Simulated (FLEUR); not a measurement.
Crystal: Ta3AsAu2O13.

```
CELL_PARAMETERS angstrom
5.72385 -0.00745 -0.00403
1.30279 6.25499 0.00561
0.27574 1.30074 8.36754
ATOMIC_POSITIONS crystal
Ta 0.21713 0.30521 0.58431
Ta 0.03325 0.11123 0.99855
Ta 0.58248 0.62145 0.50482
As 0.58707 0.89691 0.83049
Au 0.58004 0.09228 0.18613
Au 0.04485 0.82077 0.44682
O 0.66201 0.69726 0.71088
O 0.51632 0.13418 0.69625
O 0.85098 0.88773 0.91932
O 0.34466 0.87003 0.94651
O 0.73015 0.29240 0.03095
O 0.24622 0.21809 0.11075
O 0.12900 0.09398 0.49104
O 0.48032 0.38887 0.43499
O 0.05966 0.26685 0.78594
O 0.93330 0.53240 0.45645
O 0.49975 0.85161 0.34971
O 0.25256 0.62988 0.62473
O 0.91878 0.95175 0.22636
```

The cell was built by a generator and needn't be a form met in nature.

Base run:

- Program: FLEUR MaX-R8.1 (later development tree)
- Functional: LDA
- Potentials or basis: all-electron
- Basis: FLAPW
- Kmax: 4.7 1/bohr
- k mesh: 3 × 3 × 2
- Occupations: fermi-dirac, width 0.05 eV
- Spin: no spin polarisation

Its results: band gap on the k mesh 1.25 eV, indirect (least direct gap 1.31 eV).

Q: The run is repeated on the same cell with these changes: functional from LDA to PBE. What comes out?

A: Band gap on the k mesh 1.32 eV, indirect (least direct gap 1.38 eV).

Caveats: the plane-wave cutoff is short for the small spheres of the light atoms, so energies, forces and moduli aren't converged; core charge leaks out of the spheres, which shifts energies; spin-orbit coupling is left out, which moves the levels of the heavy elements; an odd mesh through Γ misses points on the zone boundary, where band edges often lie (some runs).

Not every run made on this cell is shown here.
